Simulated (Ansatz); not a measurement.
# Cl₃HSSi: basis-set convergence

An exercise on one series of results from a longer session: the logs are not shown, and one member is left open.

Method: one geometry, several basis sets; program: Ansatz 0.2.0, Gaussian basis.

Plan: PBE0-D4/def2-SVP; ωB97M-V/def2-SVP; PBE0-D4/def2-QZVPP; ωB97M-V/def2-QZVPP; the functionals' def2-TZVPP values are taken from earlier runs.

## The geometry

The geometry comes from an earlier relaxation with PBE0-D4 in a triple-zeta def2 set; it is a stationary point.

SMILES `S[Si](Cl)(Cl)Cl`, 6 atoms, charge 0, spin multiplicity 1.

Atoms are counted from 1 here; the program's logs count them from 0.

Bond lengths: S1–Si2 2.105 Å, S1–H6 1.346 Å, Si2–Cl3 2.027 Å, Si2–Cl4 2.033 Å, Si2–Cl5 2.033 Å. Angles: Si2–S1–H6 93.0°, S1–Si2–Cl3 106.1°, S1–Si2–Cl4 112.2°, S1–Si2–Cl5 112.2°, Cl3–Si2–Cl4 109.6°, Cl3–Si2–Cl5 109.6°, Cl4–Si2–Cl5 107.1°.

The first run:

in.yaml reads:

```yaml
crystal:
  periodic: [false, false, false]
  atoms:
    - {symbol: S, position_ang: [-0.940080, 0.592992, 1.339950]}
    - {symbol: Si, position_ang: [0.330725, -0.258058, -0.106204]}
    - {symbol: Cl, position_ang: [1.642323, -1.420191, 0.913449]}
    - {symbol: Cl, position_ang: [-0.685377, -1.396016, -1.449744]}
    - {symbol: Cl, position_ang: [1.347285, 1.150594, -1.162045]}
    - {symbol: H, position_ang: [-1.652774, 1.266778, 0.418494]}
basis:
  gaussian: {orbitals: def2-SVP}
hamiltonian: {xc: pbe0, dispersion: d4}
output: {orbitals: {seedname: orbitals}}
```

On the command line:

```bash
$ ansatz run in.yaml --threads 4 --pin off --events-out ev --progress --plain --max-ram 10444MiB
```

Steps of the session up to this table: PBE0-D4 in def2-SVP; ωB97M-V in def2-SVP; PBE0-D4 in def2-QZVPP; ωB97M-V in def2-QZVPP.

One of the session's tables, all rows but one given; the rest of the session is left out.

```
functional       basis  HOMO (eV)
   PBE0-D4    def2-SVP      -8.13
   PBE0-D4  def2-TZVPP      -8.20
   PBE0-D4  def2-QZVPP      -8.24
   ωB97M-V    def2-SVP     -10.27
   ωB97M-V  def2-TZVPP     -10.39
   ωB97M-V  def2-QZVPP          ?
```

Estimate the missing values for ωB97M-V, def2-QZVPP.

The run gave: HOMO (eV): -10.43. In the column «HOMO (eV)» it is the lowest.
